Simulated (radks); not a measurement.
# Ionising europium step by step, Eu⁴²⁺ to Eu⁶²⁺

Aim: the successive ionisation energies of europium, each ion in the ground configuration that NIST lists, set against the tabulated values. Each value is a difference of total energies (Δ-SCF).

Program: radks (a radial shooting solver on a logarithmic mesh, Libxc functionals) version 1. Level of theory: Dirac Kohn-Sham, relativistic LDA (MacDonald-Vosko exchange, VWN5 correlation), spin-unpolarised, spherical densities, finite nucleus; open shells fill j = l - 1/2 first. These are calculated values, not measurements, unless marked.

## (1) Starting point

| Property | Result |
| --- | --- |
| element | europium (Z = 63) |
| charges | 42 to 62 |
| first configuration | [Ar] 3d3 |
| last configuration | 1s1 |

## (2) Eu⁴²⁺, [Ar] 3d3

Settings of this run:

```text
Z 63
configuration [Ar] 3d3
relativity Dirac
functional lda_x_rel,vwn5
spin unpolarised
j_filling energy
nucleus finite rms 5.1115 fm
c 137.035999084
```

## (3) Eu⁴³⁺, [Ar] 3d2

Input: that of step 2 with these lines changed.

```diff
@@ -1,3 +1,3 @@
 Z 63
-configuration [Ar] 3d3
+configuration [Ar] 3d2
 relativity Dirac
```

## (4) Eu⁴⁴⁺, [Ar] 3d1

Input: that of step 3 with these lines changed.

```diff
@@ -1,3 +1,3 @@
 Z 63
-configuration [Ar] 3d2
+configuration [Ar] 3d1 4s0 4p0
 relativity Dirac
```

## (5) Eu⁴⁵⁺, [Ar]

Input: that of step 4 with these lines changed.

```diff
@@ -1,3 +1,3 @@
 Z 63
-configuration [Ar] 3d1 4s0 4p0
+configuration [Ar]
 relativity Dirac
```

## (6) Eu⁴⁶⁺, [Ne] 3s2 3p5

Input: that of step 5 with these lines changed.

```diff
@@ -1,3 +1,3 @@
 Z 63
-configuration [Ar]
+configuration [Ne] 3s2 3p5
 relativity Dirac
```

## (7) Eu⁴⁷⁺, [Ne] 3s2 3p4

Input: that of step 6 with these lines changed.

```diff
@@ -1,3 +1,3 @@
 Z 63
-configuration [Ne] 3s2 3p5
+configuration [Ne] 3s2 3p4
 relativity Dirac
```

## (8) Eu⁴⁸⁺, [Ne] 3s2 3p3

Input: that of step 7 with these lines changed.

```diff
@@ -1,3 +1,3 @@
 Z 63
-configuration [Ne] 3s2 3p4
+configuration [Ne] 3s2 3p3
 relativity Dirac
```

## (9) Eu⁴⁹⁺, [Ne] 3s2 3p2

Input: that of step 8 with these lines changed.

```diff
@@ -1,3 +1,3 @@
 Z 63
-configuration [Ne] 3s2 3p3
+configuration [Ne] 3s2 3p2 4s0 3d0
 relativity Dirac
```

## (10) Eu⁵⁰⁺, [Ne] 3s2 3p1

Input: that of step 9 with these lines changed.

```diff
@@ -1,3 +1,3 @@
 Z 63
-configuration [Ne] 3s2 3p2 4s0 3d0
+configuration [Ne] 3s2 3p1
 relativity Dirac
```

## (11) Eu⁵¹⁺, [Ne] 3s2

Input: that of step 10 with these lines changed.

```diff
@@ -1,3 +1,3 @@
 Z 63
-configuration [Ne] 3s2 3p1
+configuration [Ne] 3s2
 relativity Dirac
```

## (12) Eu⁵²⁺, [Ne] 3s1

Input: that of step 11 with these lines changed.

```diff
@@ -1,3 +1,3 @@
 Z 63
-configuration [Ne] 3s2
+configuration [Ne] 3s1
 relativity Dirac
```

## (13) Eu⁵³⁺, [Ne]

Input: that of step 12 with these lines changed.

```diff
@@ -1,3 +1,3 @@
 Z 63
-configuration [Ne] 3s1
+configuration [Ne]
 relativity Dirac
```

## (14) Eu⁵⁴⁺, [He] 2s2 2p5

Input: that of step 13 with these lines changed.

```diff
@@ -1,3 +1,3 @@
 Z 63
-configuration [Ne]
+configuration [He] 2s2 2p5
 relativity Dirac
```

## (15) Eu⁵⁵⁺, [He] 2s2 2p4

Input: that of step 14 with these lines changed.

```diff
@@ -1,3 +1,3 @@
 Z 63
-configuration [He] 2s2 2p5
+configuration [He] 2s2 2p4
 relativity Dirac
```

## (16) Eu⁵⁶⁺, [He] 2s2 2p3

Input: that of step 15 with these lines changed.

```diff
@@ -1,3 +1,3 @@
 Z 63
-configuration [He] 2s2 2p4
+configuration [He] 2s2 2p3 3s0 3p0
 relativity Dirac
```

## (17) Eu⁵⁷⁺, [He] 2s2 2p2

Input: that of step 16 with these lines changed.

```diff
@@ -1,3 +1,3 @@
 Z 63
-configuration [He] 2s2 2p3 3s0 3p0
+configuration [He] 2s2 2p2
 relativity Dirac
```

## (18) Eu⁵⁸⁺, [He] 2s2 2p1

Input: that of step 17 with these lines changed.

```diff
@@ -1,3 +1,3 @@
 Z 63
-configuration [He] 2s2 2p2
+configuration [He] 2s2 2p1
 relativity Dirac
```

## (19) Eu⁵⁹⁺, [He] 2s2

Input: that of step 18 with these lines changed.

```diff
@@ -1,3 +1,3 @@
 Z 63
-configuration [He] 2s2 2p1
+configuration [He] 2s2 2p0 3s0
 relativity Dirac
```

## (20) Eu⁶⁰⁺, [He] 2s1

Input: that of step 19 with these lines changed.

```diff
@@ -1,3 +1,3 @@
 Z 63
-configuration [He] 2s2 2p0 3s0
+configuration [He] 2s1
 relativity Dirac
```

## (21) Eu⁶¹⁺, [He]

Input: that of step 20 with these lines changed.

```diff
@@ -1,3 +1,3 @@
 Z 63
-configuration [He] 2s1
+configuration [He]
 relativity Dirac
```

## (22) Eu⁶²⁺, 1s1

Input: that of step 21 with these lines changed.

```diff
@@ -1,3 +1,3 @@
 Z 63
-configuration [He]
+configuration 1s1 2s0 2p0
 relativity Dirac
```

What does the calculation give? Wanted: for each run, species; configuration; Δ-SCF; −ε(HOMO); NIST; error.

The runs gave:

```
species  configuration  Δ-SCF (eV)  −ε(HOMO) (eV)         NIST (eV)  error (%)
  Eu⁴²⁺       [Ar] 3d3      3280.5         3223.7     3279 (theory)       +0.0
  Eu⁴³⁺       [Ar] 3d2      3395.0         3337.5     3398 (theory)       -0.1
  Eu⁴⁴⁺       [Ar] 3d1      3510.9         3452.7     3510 (theory)       +0.0
  Eu⁴⁵⁺           [Ar]      3823.5         3772.8     3823 (theory)       +0.0
  Eu⁴⁶⁺   [Ne] 3s2 3p5      3925.2         3874.2     3921 (theory)       +0.1
  Eu⁴⁷⁺   [Ne] 3s2 3p4      4027.5         3976.3     4031 (theory)       -0.1
  Eu⁴⁸⁺   [Ne] 3s2 3p3      4130.2         4078.8     4131 (theory)       -0.0
  Eu⁴⁹⁺   [Ne] 3s2 3p2      4407.3         4353.4     4400 (theory)       +0.2
  Eu⁵⁰⁺   [Ne] 3s2 3p1      4515.2         4461.3     4513 (theory)       +0.0
  Eu⁵¹⁺       [Ne] 3s2      4738.1         4688.3     4729 (theory)       +0.2
  Eu⁵²⁺       [Ne] 3s1      4834.3         4787.4     4838 (theory)       -0.1
  Eu⁵³⁺           [Ne]     10875.7        10736.0    10880 (theory)       -0.0
  Eu⁵⁴⁺   [He] 2s2 2p5     11156.6        11015.8    11153 (theory)       +0.0
  Eu⁵⁵⁺   [He] 2s2 2p4     11439.4        11297.7    11457 (theory)       -0.2
  Eu⁵⁶⁺   [He] 2s2 2p3     11723.7        11581.3    11739 (theory)       -0.1
  Eu⁵⁷⁺   [He] 2s2 2p2     12732.1        12577.4    12718 (theory)       +0.1
  Eu⁵⁸⁺   [He] 2s2 2p1     13041.1        12886.8    13050 (theory)       -0.1
  Eu⁵⁹⁺       [He] 2s2     13469.7        13345.4    13462 (theory)       +0.1
  Eu⁶⁰⁺       [He] 2s1     13706.0        13592.4  13738.6 (theory)       -0.2
  Eu⁶¹⁺           [He]       55874          55313  55865.9 (theory)       +0.0
  Eu⁶²⁺            1s1       56940          56429  57120.6 (theory)       -0.3
```

Reference values: NIST Atomic Spectra Database (exp. measured, semi-emp. semi-empirical, theory a theoretical value adopted there). The steepest step, after dividing by the final charge, comes at Eu⁶¹⁺ in [He], where the value goes from 13706.0 to 55874 eV. There the highest level belongs to another shell. Minus the highest eigenvalue gives 98 to 99 % of the Δ-SCF value along the ladder. Spin polarisation and multiplet splitting are left out, so open shells lie too high by an amount that depends on their filling.
